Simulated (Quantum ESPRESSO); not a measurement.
The system is CuF.

```
Cu F
1.0
     2.47101    0.00000    0.00000
     0.00000    2.47101    0.00000
     0.00000    0.00000    3.41650
Cu F
1 1
Direct
  0.00000 0.00000 0.00000
  0.50000 0.50000 0.50000
```

The cell was built by a generator and needn't be a form met in nature.

```yaml
Program: Quantum ESPRESSO 7.5
Task: single point
Functional: PBE
Potentials_or_basis: SSSP 1.3 efficiency PBE
Cutoff: 748 eV
Density_cutoff: 5987 eV
k_mesh: 11 × 11 × 8
Occupations: fermi-dirac, width 0.05 eV
Spin: no spin polarisation
```

On this cell: pressure 4.1 GPa; largest force under 0.003 eV/Å; band gap on the k mesh none (metal or under the smearing width).

The same run follows on a disturbed copy (atoms moved at random, drawn with an rms of 0.05 Å):

```
Cu F
1.0
     2.47101    0.00000    0.00000
     0.00000    2.47101    0.00000
     0.00000    0.00000    3.41650
Cu F
1 1
Direct
  0.00168 0.00618 0.98578
  0.51059 0.50266 0.50954
```

Task: What does the disturbed cell give?

Result: The energy (extrapolated to zero smearing) moves by +0.2 meV/atom; pressure 4.4 GPa; largest force 0.025 eV/Å; band gap on the k mesh none (metal or under the smearing width).

Forces on the atoms (eV/Å):
```
Cu  -0.017  0.007  0.017
F    0.017 -0.007 -0.017
```

Stress tensor (GPa, compression positive):
```
 11.91   0.00   0.02
  0.00  11.91  -0.01
  0.02  -0.01 -10.51
```

Caveats: the run has no spin polarisation, though such a crystal can be magnetic; semilocal functionals often make such compounds metallic where correlation or magnetic order opens a gap, which also shifts bond lengths.
